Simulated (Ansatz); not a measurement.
# RuO (quintet): the correlation ladder, def2-QZVPP

The task here is to estimate one member of a computed series from the others.

Computed with Ansatz 0.2.0, Gaussian basis. Level: def2-QZVPP, core rule «outside noble gas», up to 5 orbitals frozen.

To be run: UHF; ROHF; CCSD(T) on UHF.

15 further runs of the same task are left out: 15 set aside as unsound or not needed.

## The system

The geometry is a PBE0/def2-TZVP stationary point (not a proven minimum) of the parent state, kept for this charge and spin. No spin-orbit coupling is included. Elements past krypton take def2 core potentials.

2 atoms, charge 0, spin multiplicity 5.

Atoms are counted from 1 here; the program's logs count them from 0.

Bond lengths: Ru1–O2 1.666 Å.

Set-up of the first run:

Input file in.yaml:

```yaml
crystal:
  periodic: [false, false, false]
  atoms:
    - {symbol: Ru, position_ang: [0.000000, 0.000000, 0.000000]}
    - {symbol: O, position_ang: [0.000000, 0.000000, 1.666400]}
basis:
  gaussian: {orbitals: "def2-QZVPP.json"}
magnetization: {spin_polarized: true, initial_magnetization: 4}
hamiltonian: {xc: hf}
output: {orbitals: {seedname: orbitals}}
```

Run with:

```console
$ ansatz run in.yaml --threads 1 --pin off --events-out ev --progress --plain --max-ram 4096MiB --backend cpu
```

Steps of the session up to this table: UHF; ROHF; CCSD(T) on UHF.

One table of the session follows, with a row left open; its other results are not shown here.

| method | from UCCSD(T) (kcal/mol) |
| --- | --- |
| ROHF | +340.77 |
| UHF | ? |
| UMP2 | +22.83 |
| UCCSD | +19.43 |
| UCCSD(T) | 0 |

Q: Estimate the row for UHF from the others.

The run gave: from UCCSD(T) (kcal/mol): +331.79. In the column «from UCCSD(T) (kcal/mol)» it lies between UMP2 (+22.83) and ROHF (+340.77).
